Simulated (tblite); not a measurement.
# C6H10N2Si: the cost of one run

The runs use tblite 0.8.0 and PySCF 2.14.0, with density-fitted response routines of our own; the level of theory stands in each step. All values are computed, except where a source is named. Atoms are numbered from 0 throughout.

## (1) Starting geometry

19 atoms, charge 0, multiplicity 1; geometry from: force field or distance geometry start.

Bonds of the start (Å): C0–C1 1.22, C1–C2 1.47, C2–C3 1.51, C2–C4 1.52, C4–C5 1.45, C5–N6 1.16, C2–N7 1.39, N7–Si8 1.73, C0–H9 1.07, C3–H10 1.13, C3–H11 1.11, C3–H12 1.10, C4–H13 1.12, C4–H14 1.12, N7–H15 1.03, Si8–H16 1.45, Si8–H17 1.49, Si8–H18 1.48.

## (2) Optimising the geometry with GFN2-xTB

Job settings and geometry (Å):

```
{"job": {"kind": "relax", "xc": "GFN2-xTB", "basis": "xTB"}, "charge": 0, "multiplicity": 1}
C     -1.360400    -2.143400    -1.239700
C     -0.910400    -1.211200    -0.592900
C     -0.364500    -0.112200     0.215800
C     -1.142100    -0.073500     1.512000
C     -0.688000     1.195900    -0.497500
C     -0.190300     2.351000     0.229000
N      0.227600     3.260200     0.817400
N      0.986200    -0.294100     0.506700
Si     2.160100    -0.443000    -0.759300
H     -1.763200    -2.947900    -1.817900
H     -0.445000     0.358200     2.282300
H     -1.400800    -1.108400     1.818600
H     -2.029900     0.564700     1.418800
H     -0.299900     1.176200    -1.543000
H     -1.805900     1.251400    -0.561600
H      1.252600    -0.453300     1.493300
H      1.679300    -0.860300    -2.066200
H      2.856100     0.860900    -0.912900
H      3.228600    -1.361900    -0.310500
```

Run with:

```
OMP_NUM_THREADS=1 python probes_run.py task.json out
```

The driver reads the jobs from task.json and runs them one after another.

Q: Estimate the wall time and peak memory of this first job on 1 thread of Intel Xeon at 2.50GHz, shared host.

About 4.5 s, with a peak of 0.18 GiB.
